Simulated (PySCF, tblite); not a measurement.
# C4H3BF2O: geometry, infrared bands and NMR shifts

Aim: predict the infrared bands and NMR shifts of C4H3BF2O (`FB(F)/C=C1\C=CO1`).

Computed with tblite 0.8.0 and PySCF 2.14.0, with density-fitted response routines of our own, on a single molecule in the gas phase. Atoms count from 0, in the outputs and in this text.

### 1 The molecule as given

11 atoms, charge 0, multiplicity 1; geometry from: force field or distance geometry start.

Bonds of the start (Å): F0–B1 1.44, B1–F2 1.46, B1–C3 1.56, C3–C4 1.32, C4–C5 1.45, C5–C6 1.33, C6–O7 1.40, O7–C4 1.37, C3–H8 1.09, C5–H9 1.08, C6–H10 1.08.

### 2 Relaxing the molecule with GFN2-xTB

Job settings and geometry (Å):

```
{"job": {"kind": "relax", "xc": "GFN2-xTB", "basis": "xTB"}, "charge": 0, "multiplicity": 1}
F      1.821100     1.556500     0.434000
B      2.025500     0.137100     0.500300
F      3.351300    -0.371800     0.852300
C      0.866100    -0.869900     0.221500
C     -0.364900    -0.483600    -0.079400
C     -1.064300     0.770200    -0.283100
C     -2.184100     0.109400    -0.559500
O     -1.539600    -1.123100    -0.372500
H      1.081000    -1.939800     0.299000
H     -0.791600     1.815100    -0.222000
H     -3.194900     0.402500    -0.816400
```

Command:

```bash
> OMP_NUM_THREADS=1 python probes_run.py task.json out
```

The driver reads the jobs from task.json and runs them one after another.

**Question.** This job is followed by: GFN2-xTB harmonic vibrations, gas phase; GIAO PBE0/pcSseg-1 NMR shielding, non-relativistic, gas phase. What will the session give for the following? strongest single infrared mode (GFN2-xTB); zero-point energy (GFN2-xTB); 13C shifts against TMS (PBE0/pcSseg-1); 1H shifts against TMS (PBE0/pcSseg-1); 19F shifts against CFCl3 (PBE0/pcSseg-1, means over atoms taken as alike); 11B shifts against BF3·OEt2 (PBE0/pcSseg-1); 17O shifts against H2O (PBE0/pcSseg-1).

**Answer**, as computed:

| quantity | value |
| --- | --- |
| strongest single infrared mode (GFN2-xTB) | 1316 cm⁻¹, 459 km/mol |
| zero-point energy (GFN2-xTB) | 40.8 kcal/mol |
| 13C shifts against TMS (PBE0/pcSseg-1) | 187.8, 174.6, 113.1, 94.7 ppm |
| 1H shifts against TMS (PBE0/pcSseg-1) | 7.64, 5.84, 4.96 ppm |
| 19F shifts against CFCl3 (PBE0/pcSseg-1, means over atoms taken as alike) | -83.7 ppm |
| 11B shifts against BF3·OEt2 (PBE0/pcSseg-1) | 23.7 ppm |
| 17O shifts against H2O (PBE0/pcSseg-1) | 220.9 ppm |

Over 35 steps the energy fell by 0.838 eV; of the close pairs, B1–F2 changed most, 1.463 to 1.318 Å. All 27 modes are real, so the xTB geometry is a minimum. The strongest single mode, at 1316 cm⁻¹, is spread over several atoms, B1, C3, H8 among them. GFN2-xTB is a fitted tight-binding method: band positions and strengths are rough. Its intensities can rank the bands wrongly. The most deshielded hydrogen is H10 (hydrogen on an alkene carbon bearing oxygen), at 7.64 ppm: olefinic region. At PBE0/pcSseg-1: The largest span, 268 ppm, is at F0, F2, where the paramagnetic term is -214 ppm.
